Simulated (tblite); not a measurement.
# C6H11NOSi: the cost of one run

Computed with tblite 0.8.0 and PySCF 2.14.0, with density-fitted response routines of our own, on a single molecule in the gas phase. Atoms count from 0, in the outputs and in this text.

## Step 1: The molecule as given

20 atoms, charge 0, multiplicity 1; geometry from: force field or distance geometry start.

Bonds of the start (Å): C0–C1 1.20, C1–C2 1.50, C2–C3 1.51, C3–C4 1.52, C2–N5 1.43, N5–C6 1.42, C6–O7 1.27, C6–Si8 1.86, C0–H9 1.06, C2–H10 1.11, C3–H11 1.11, C3–H12 1.12, C4–H13 1.12, C4–H14 1.11, C4–H15 1.12, N5–H16 1.06, Si8–H17 1.47, Si8–H18 1.47, Si8–H19 1.48.

## Step 2: Geometry optimisation with GFN2-xTB

Job settings and geometry (Å):

```
{"job": {"kind": "relax", "xc": "GFN2-xTB", "basis": "xTB"}, "charge": 0, "multiplicity": 1}
C     -1.332100     2.646900    -1.796400
C     -1.101000     1.758700    -1.031000
C     -0.803200     0.655800    -0.058700
C     -1.808400    -0.435200    -0.352600
C     -1.536100    -1.561700     0.625800
N      0.523200     0.186800    -0.293600
C      1.460000     0.217000     0.779300
O      1.166400     0.640900     1.941900
Si     3.193900    -0.392400     0.509500
H     -1.572000     3.443600    -2.459900
H     -1.001600     1.010000     0.972900
H     -1.606000    -0.800700    -1.383300
H     -2.867600    -0.066000    -0.271300
H     -1.263500    -2.512100     0.091900
H     -0.709000    -1.271500     1.302500
H     -2.432800    -1.705100     1.280500
H      0.811800    -0.170700    -1.248300
H      3.803200    -0.477300     1.843700
H      3.908600     0.573600    -0.343300
H      3.161000    -1.729900    -0.112400
```

Launch:

```
$ OMP_NUM_THREADS=1 python probes_run.py task.json out
```

This one command runs all jobs of the session in turn.

**Question.** How long does this first job take on 1 thread of Arm Neoverse N1, shared host?

About 2.4 s.
